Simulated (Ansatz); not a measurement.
# CH₆FInSi: reading failed and doubtful runs

Aim: try 5 inputs for CH₆FInSi as typed, read how each ends, and find what has to change.

Computed with Ansatz 0.2.0, Gaussian basis. Level: the settings change from run to run.

### Step 1. The relaxed structure

An earlier PBE0-D4 in a triple-zeta def2 set relaxation fixed the geometry. In takes a core potential in def2 sets; no spin-orbit term is included.

SMILES `FC[SiH2][InH2]`, 10 atoms, charge 0, spin multiplicity 1.

Atoms are counted from 1 here; the program's logs count them from 0.

Bond lengths: F1–C2 1.421 Å, C2–Si3 1.917 Å, C2–H5 1.092 Å, C2–H6 1.092 Å, Si3–In4 2.574 Å, Si3–H7 1.490 Å, Si3–H8 1.490 Å, In4–H9 1.726 Å, In4–H10 1.726 Å. Angles: F1–C2–Si3 107.3°, F1–C2–H5 106.5°, F1–C2–H6 106.5°, Si3–C2–H5 113.6°, Si3–C2–H6 113.6°, H5–C2–H6 108.8°, C2–Si3–In4 93.4°, C2–Si3–H7 109.3°, C2–Si3–H8 109.3°, In4–Si3–H7 118.1°, In4–Si3–H8 118.1°, H7–Si3–H8 107.3°, Si3–In4–H9 120.1°, Si3–In4–H10 120.1°, H9–In4–H10 119.8°.

### Step 2. Try 1

The input, in.yaml:

```yaml
crystal:
  periodic: [false, false, false]
  atoms:
    - {symbol: F, position_ang: [-1.598961, 0.365945, 0.334064]}
    - {symbol: C, position_ang: [-1.026722, -0.933337, 0.387464]}
    - {symbol: Si, position_ang: [0.822842, -0.761842, -0.088046]}
    - {symbol: In, position_ang: [0.660835, 1.784840, -0.423877]}
    - {symbol: H, position_ang: [-1.599595, -1.553985, -0.304359]}
    - {symbol: H, position_ang: [-1.183672, -1.300598, 1.403595]}
    - {symbol: H, position_ang: [1.667556, -1.270991, 1.028527]}
    - {symbol: H, position_ang: [1.105988, -1.610713, -1.279156]}
    - {symbol: H, position_ang: [0.924815, 2.851717, 0.907317]}
    - {symbol: H, position_ang: [0.226924, 2.428965, -1.965538]}
basis:
  gaussian: {orbitals: def2-SVPD, fitting: {mean_field: cc-pVTZ-jkfit}}
total_charge: -1
magnetization: {spin_polarized: true, initial_magnetization: 1}
hamiltonian: {xc: {name: r2SCANh}}
output: {forces: true}
```

Run with:

```console
> ansatz run in.yaml --threads 4 --pin off --events-out ev --progress --plain --max-ram 10444MiB
```

Log:

```text
Functional definition: r2SCANh
  name "r2SCANh"
  cite "Bursch, Neugebauer, Ehlert & Grimme, J. Chem. Phys. 156, 134105 (2022) doi:10.1063/5.0086040"
  cite "Furness, Kaplan, Ning, Perdew & Sun, J. Phys. Chem. Lett. 11, 8208 (2020) doi:10.1021/acs.jpclett.0c02405"
  cite "Furness, Kaplan, Ning, Perdew & Sun, J. Phys. Chem. Lett. 11, 9248 (2020) doi:10.1021/acs.jpclett.0c03077"
  parent r2scan
  parameter a = 0.1
  parameter k0 = 0.174
  parameter k1 = 0.065
  parameter a1 = 4.9479
  exchange = (1 - a)*r2scan_x(k0 = k0, k1 = k1, a1 = a1) + a*exact_x
  correlation = r2scan_c
Error: <dir> the basis set cc-pVTZ-JKFIT has no functions for In
```

Wall time 0.25 s (4 threads of Arm Neoverse V2, shared host).

**Diagnosis.** The program refused the input. The fitting set named has no entry for an element of this molecule. Cure: leave the fitting key out, or name a set that covers all elements and suits the basis. The input also asks for charge -1 and multiplicity 2, not those of the species named; set them back first.

### Step 3. Try 2

The input, in.yaml:

```yaml
crystal:
  periodic: [false, false, false]
  atoms:
    - {symbol: F, position_ang: [-1.555909, 0.383949, 0.320193]}
    - {symbol: C, position_ang: [-1.041285, -0.901860, 0.369028]}
    - {symbol: Si, position_ang: [0.850608, -0.716672, -0.112933]}
    - {symbol: In, position_ang: [0.626890, 1.775934, -0.419198]}
    - {symbol: H, position_ang: [-1.671147, -1.506627, -0.301725]}
    - {symbol: H, position_ang: [-1.145905, -1.316097, 1.414280]}
    - {symbol: H, position_ang: [1.629982, -1.302981, 0.997559]}
    - {symbol: H, position_ang: [1.103475, -1.637252, -1.242489]}
    - {symbol: H, position_ang: [0.953054, 2.893733, 0.956527]}
    - {symbol: H, position_ang: [0.223061, 2.445011, -1.957521]}
basis:
  gaussian: {orbitals: x2c-TZVPPall, fitting: {mean_field: cc-pVTZ-jkfit}, final_grid: {core_spheres: 5, valence_spheres: 4, degree: 11}}
hamiltonian: {xc: {name: PBE0}, dispersion: d4}
```

The command is unchanged.

Log:

```text
Functional definition: PBE0
  name "PBE0"
  cite "Adamo & Barone, J. Chem. Phys. 110, 6158 (1999) doi:10.1063/1.478522"
  cite "Perdew, Burke & Ernzerhof, Phys. Rev. Lett. 77, 3865 (1996) doi:10.1103/PhysRevLett.77.3865"
  parent pbe
  parameter a = 0.25
  parameter kappa = 0.804
  parameter beta = 0.06672455060314922
  exchange = (1 - a)*pbe_x(kappa = kappa, mu = beta*pi^2/3) + a*exact_x
  correlation = pbe_c(beta = beta)
Error: <dir> the basis set cc-pVTZ-JKFIT has no functions for In
```

It took 0.1 s on 4 threads of Arm Neoverse V2, shared host.

What is wrong: Refused before any calculation. The fitting set named has no entry for an element of this molecule. Cure: leave the fitting key out, or name a set that covers all elements and suits the basis. Its coordinates are also moved off the relaxed structure.

### Step 4. Try 3

The input, in.yaml:

```yaml
crystal:
  periodic: [false, false, false]
  atoms:
    - {symbol: F, position_ang: [-1.598961, 0.365945, 0.334064]}
    - {symbol: C, position_ang: [-1.026722, -0.933337, 0.387464]}
    - {symbol: Si, position_ang: [0.822842, -0.761842, -0.088046]}
    - {symbol: In, position_ang: [0.660835, 1.784840, -0.423877]}
    - {symbol: H, position_ang: [-1.599595, -1.553985, -0.304359]}
    - {symbol: H, position_ang: [-1.183672, -1.300598, 1.403595]}
    - {symbol: H, position_ang: [1.667556, -1.270991, 1.028527]}
    - {symbol: H, position_ang: [1.105988, -1.610713, -1.279156]}
    - {symbol: H, position_ang: [0.924815, 2.851717, 0.907317]}
    - {symbol: H, position_ang: [0.226924, 2.428965, -1.965538]}
basis:
  gaussian: {orbitals: def2-SVP, final_grid: {core_spheres: 8, valence_spheres: 7, degree: 23}}
hamiltonian: {xc: {name: HF}}
correlation: {method: mp2, frozen_orbitals: {F: 0}}
accuracy: high
output: {forces: true}
```

Same command.

Log:

```text
Functional definition: HF
  name "HF"
  cite "Fock, Z. Phys. 61, 126 (1930) doi:10.1007/BF01340294"
  parent pbe
  exchange = exact_x
  correlation = 0
Error: "frozen_orbitals" has no count for C
```

It took 0.05 s on 4 threads of Arm Neoverse V2, shared host.

What is wrong: The program refused the input. Frozen orbitals are typed for one element alone, and the program wants a count for each. To mend it, leave frozen_orbitals out, or give every element a count that its core really has.

### Step 5. Try 4

The input, in.yaml:

```yaml
crystal:
  periodic: [false, false, false]
  atoms:
    - {symbol: F, position_ang: [-3.517715, 0.805079, 0.734942]}
    - {symbol: C, position_ang: [-2.258787, -2.053341, 0.852421]}
    - {symbol: Si, position_ang: [1.810253, -1.676051, -0.193702]}
    - {symbol: In, position_ang: [1.453837, 3.926648, -0.932530]}
    - {symbol: H, position_ang: [-3.519109, -3.418768, -0.669590]}
    - {symbol: H, position_ang: [-2.604079, -2.861315, 3.087909]}
    - {symbol: H, position_ang: [3.668623, -2.796181, 2.262758]}
    - {symbol: H, position_ang: [2.433174, -3.543569, -2.814143]}
    - {symbol: H, position_ang: [2.034592, 6.273777, 1.996097]}
    - {symbol: H, position_ang: [0.499233, 5.343722, -4.324183]}
basis:
  gaussian: {orbitals: def2-SVP}
hamiltonian: {xc: {name: BHLYP}}
output: {forces: true}
```

The command is unchanged.

Log, cut to the lines that bear on the results:

```text
Functional definition: BHLYP
  name "BHLYP"
  cite "Becke, J. Chem. Phys. 98, 1372 (1993) doi:10.1063/1.464304"
  cite "Becke, Phys. Rev. A 38, 3098 (1988) doi:10.1103/PhysRevA.38.3098"
  cite "Lee, Yang & Parr, Phys. Rev. B 37, 785 (1988) doi:10.1103/PhysRevB.37.785"
[...]
1093 factors; integrals over basis functions are off by at most 3.7e-4 eV
[...]
mean field -16856.40914579 eV, -619.4616104234 hartree, gradient 7.3e-6 eV, S^2 0.000000; 6 other end points of the search recorded, 0 dependent functions left out
[...]
reference -16856.40954147 eV, -619.4616249642 hartree; 28, 28 occupied and 74, 74 virtual orbitals, 1093 factors
Total energy: -16856.40954147 eV, -619.4616249642 hartree
Atom 0 at    -3.517715     0.805079     0.734942 Å, force     0.394426    -0.512880    -0.019806 eV/Å
Atom 1 at    -2.258787    -2.053341     0.852421 Å, force    -1.766814    -1.722877     0.685804 eV/Å
Atom 2 at     1.810253    -1.676051    -0.193702 Å, force     1.129138    -1.470371    -0.058361 eV/Å
Atom 3 at     1.453837     3.926648    -0.932530 Å, force    -0.183742     0.554012    -0.036932 eV/Å
Atom 4 at    -3.519109    -3.418768    -0.669590 Å, force     1.327377     1.470280     1.831311 eV/Å
Atom 5 at    -2.604079    -2.861315     3.087909 Å, force     0.258659     0.819152    -2.557113 eV/Å
Atom 6 at     3.668623    -2.796181     2.262758 Å, force    -0.925597     0.536446    -1.267472 eV/Å
Atom 7 at     2.433174    -3.543569    -2.814143 Å, force    -0.289016     0.921558     1.348420 eV/Å
Atom 8 at     2.034592     6.273777     1.996097 Å, force    -0.081795    -0.364024    -0.413998 eV/Å
Atom 9 at     0.499233     5.343722    -4.324183 Å, force     0.137363    -0.231296     0.488148 eV/Å
Dipole moment:     1.905429     1.318476    -0.657089 e Å
```

Run time: 5.5 s. Hardware: 4 threads of Arm Neoverse V2, shared host.

Diagnosis: It ended without an error, which proves nothing about the input. The geometry is stretched to more than twice its size. The shortest distance is 2.40 Å (C2–H5), against 1.09 Å in the relaxed molecule. Its energy is no property of the relaxed molecule. Cure: use the relaxed coordinates.

### Step 6. Try 5

The input, in.yaml:

```yaml
crystal:
  periodic: [false, false, false]
  atoms:
    - {symbol: F, position_ang: [-1.598961, 0.365945, 0.334064]}
    - {symbol: C, position_ang: [-1.026722, -0.933337, 0.387464]}
    - {symbol: Si, position_ang: [0.822842, -0.761842, -0.088046]}
    - {symbol: In, position_ang: [0.660835, 1.784840, -0.423877]}
    - {symbol: H, position_ang: [-1.599595, -1.553985, -0.304359]}
    - {symbol: H, position_ang: [-1.183672, -1.300598, 1.403595]}
    - {symbol: H, position_ang: [1.667556, -1.270991, 1.028527]}
    - {symbol: H, position_ang: [1.105988, -1.610713, -1.279156]}
    - {symbol: H, position_ang: [0.924815, 2.851717, 0.907317]}
    - {symbol: H, position_ang: [0.226924, 2.428965, -1.965538]}
basis:
  gaussian: {orbitals: def2-mTZVP}
magnetization: {spin_polarized: true, initial_magnetization: 4}
hamiltonian: {xc: {name: wB97M-V}}
output: {forces: true}
```

Same command.

Log, cut to the lines that bear on the results:

```text
Functional definition: wB97M-V
  name "wB97M-V"
  cite "Mardirossian & Head-Gordon, J. Chem. Phys. 144, 214110 (2016) doi:10.1063/1.4952647"
  cite "Becke, J. Chem. Phys. 107, 8554 (1997) doi:10.1063/1.475007"
  cite "Vydrov & Van Voorhis, J. Chem. Phys. 133, 244103 (2010) doi:10.1063/1.3521275"
  # Of w^i u^j: cxij and so on, Table III.
[...]
  gx(w, u) = 1 - cx + cx01*u + cx10*w
  gss(w, u) = css00 + css04*u^4 + css10*w + css20*w^2 + css43*w^4*u^3
  gos(w, u) = cos00 + cos10*w + (cos20 + cos21*u)*w^2 + (cos60 + cos61*u)*w^6
[...]
      + integral(e_c_pw_mod_opposite_spin*gos(b97_w_opposite, b97_u_opposite)) + vv10(b, c)
1161 factors; integrals over basis functions are off by at most 1.0e-3 eV
347 factors; integrals over basis functions are off by at most 6.0e-6 eV
[...]
Atom 0 at    -1.598961     0.365945     0.334064 Å, force    -0.695400    -0.432090     0.232630 eV/Å
Atom 1 at    -1.026722    -0.933337     0.387464 Å, force    -0.325591     0.482803     0.008856 eV/Å
Atom 2 at     0.822842    -0.761842    -0.088046 Å, force     0.526810    -3.886454     0.445944 eV/Å
Atom 3 at     0.660835     1.784840    -0.423877 Å, force     0.759624     0.129060    -0.202281 eV/Å
Atom 4 at    -1.599595    -1.553985    -0.304359 Å, force     0.178670    -0.022028    -0.022020 eV/Å
Atom 5 at    -1.183672    -1.300598     1.403595 Å, force     0.169972    -0.027035    -0.056105 eV/Å
Atom 6 at     1.667556    -1.270991     1.028527 Å, force    -0.046579     0.125241     0.115346 eV/Å
Atom 7 at     1.105988    -1.610713    -1.279156 Å, force    -0.101571     0.093547    -0.111633 eV/Å
Atom 8 at     0.924815     2.851717     0.907317 Å, force     0.299460     2.089310     1.985948 eV/Å
Atom 9 at     0.226924     2.428965    -1.965538 Å, force    -0.765395     1.447645    -2.396685 eV/Å
Dipole moment:    -0.140348    -0.217867     0.066480 e Å
```

Wall time 36 s (4 threads of Arm Neoverse V2, shared host); peak memory 0.63 GiB.

What is wrong: It ended without an error, which proves nothing about the input. The spin is set far too high for this molecule. It asks for 4 unpaired electrons; the ground state has 0. Its energy belongs to an excited spin state, not the ground state. To mend it, set initial_magnetization back to that of the ground state.

### Step 7. How the tries ended

```
try               level      ended                                                                                    cause    time
  1   r2SCANh/def2-SVPD    refused                       the fitting set named has no entry for an element of this molecule  0.25 s
  2   PBE0/x2c-TZVPPall    refused                       the fitting set named has no entry for an element of this molecule   0.1 s
  3        MP2/def2-SVP    refused  frozen orbitals are typed for one element alone, and the program wants a count for each  0.05 s
  4      BHLYP/def2-SVP  converged                                    the geometry is stretched to more than twice its size   5.5 s
  5  wB97M-V/def2-mTZVP  converged                                           the spin is set far too high for this molecule    36 s
```

In words: 3 refused, 2 converged. A refusal costs next to no computing time. The dangerous case is the input that converges on a wrong geometry, charge, spin, basis or grid: often only a look at the input shows it.
